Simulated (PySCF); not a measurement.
# CH5ClF2Si2: the cost of one run

The runs use PySCF 2.14.0, with density-fitted response routines of our own; the level of theory stands in each step. All values are computed, except where a source is named. Atoms are numbered from 0 throughout.

## 1. The molecule as given

11 atoms, charge 0, multiplicity 1; geometry from: PBE0-D3(BJ)/def2-SVP.

Bonds of the start (Å): F0–Si1 1.62, Si1–F2 1.61, Si1–C3 1.86, C3–Si4 1.90, C3–Cl5 1.81, Si1–H6 1.48, C3–H7 1.10, Si4–H8 1.49, Si4–H9 1.49, Si4–H10 1.49.

## 2. NMR shieldings: PBE0/6-31G*

The job: settings as JSON, then the geometry in Å.

```
{"job": {"kind": "nmr", "xc": "PBE0", "basis": "6-31G*", "pop": true}, "charge": 0, "multiplicity": 1}
F      0.974644     0.764484    -1.032013
Si     1.455207    -0.569792    -0.256895
F      2.509459    -1.311234    -1.224663
C     -0.048156    -1.640099     0.004433
Si    -1.566791    -0.749720     0.720416
Cl     0.461022    -2.941991     1.149993
H      2.130242    -0.192620     0.999793
H     -0.326202    -2.124851    -0.946253
H     -2.601254    -1.766780     1.059435
H     -2.087781     0.208320    -0.297934
H     -1.152354    -0.011677     1.948560
```

Method: GIAO PBE0/6-31G* NMR shielding, non-relativistic, gas phase.

Run with:

```bash
$ OMP_NUM_THREADS=1 python probes_run.py task.json out
```

The driver reads the jobs from task.json and runs them one after another.

Q: Estimate the wall time and peak memory of this first job on 1 thread of Arm Neoverse V1, shared host.

About 10 s, with a peak of 0.61 GiB.
